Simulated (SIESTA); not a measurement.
The system is TiAlF5.

```
Ti Al F
1.0
    -1.81351    3.17338    3.85412
     1.81351   -3.17338    3.85412
     1.81351    3.17338   -3.85412
Ti Al F
1 1 5
Direct
  0.00000 0.00000 0.00000
  0.50000 0.50000 0.00000
  0.50000 0.00000 0.50000
  0.73274 0.73274 0.00000
  0.26726 0.26726 0.00000
  0.20735 0.50000 0.70735
  0.79265 0.50000 0.29265
```

The cell comes from a database or a generator and needn't be the stable form of this composition.

```yaml
Program: SIESTA 5.4.2
Task: single point
Functional: PBEsol
Potentials_or_basis: PseudoDojo 0.4 standard (PBEsol files)
Basis: DZP (energy shift 0.003 Ry; two zetas on semicore shells)
Grid_cutoff: 800 Ry
Energy_shift: 0.003 Ry
k_mesh: 8 × 8 × 8
Occupations: fermi-dirac, width 0.05 eV
Spin: no spin polarisation
```

On this cell: pressure -3.5 GPa; largest force 0.369 eV/Å; band gap on the k mesh none (metal or under the smearing width).

The same run follows on a disturbed copy (atoms moved at random, drawn with an rms of 0.05 Å):

```
Ti Al F
1.0
    -1.81351    3.17338    3.85412
     1.81351   -3.17338    3.85412
     1.81351    3.17338   -3.85412
Ti Al F
1 1 5
Direct
  0.01221 0.00276 0.00239
  0.49005 0.49574 0.98096
  0.49685 0.00320 0.50153
  0.73368 0.73411 0.00438
  0.27149 0.25398 0.98943
  0.20796 0.48593 0.70054
  0.79055 0.47309 0.27667
```

Task: What does the disturbed cell give?

Result: The energy (extrapolated to zero smearing) moves by +22.8 meV/atom; pressure -2.6 GPa; largest force 2.094 eV/Å; band gap on the k mesh none (metal or under the smearing width).

Forces in eV/Å, atoms in the order of the input:
```
Ti  -0.203 -0.564 -0.479
Al   0.550  2.002 -0.268
F   -1.023 -0.013  0.011
F    0.002  0.012  0.718
F    0.157 -0.073 -0.175
F    0.203 -1.246  0.023
F    0.314 -0.117  0.171
```

Stress tensor (GPa, compression positive):
```
-4.35  0.09 -0.39
 0.09 -0.66  0.22
-0.39  0.22 -2.75
```

Caveats: the basis of atomic orbitals isn't converged, which shifts pressures, moduli and gaps; semilocal functionals often make such compounds metallic where correlation or magnetic order opens a gap, which also shifts bond lengths.
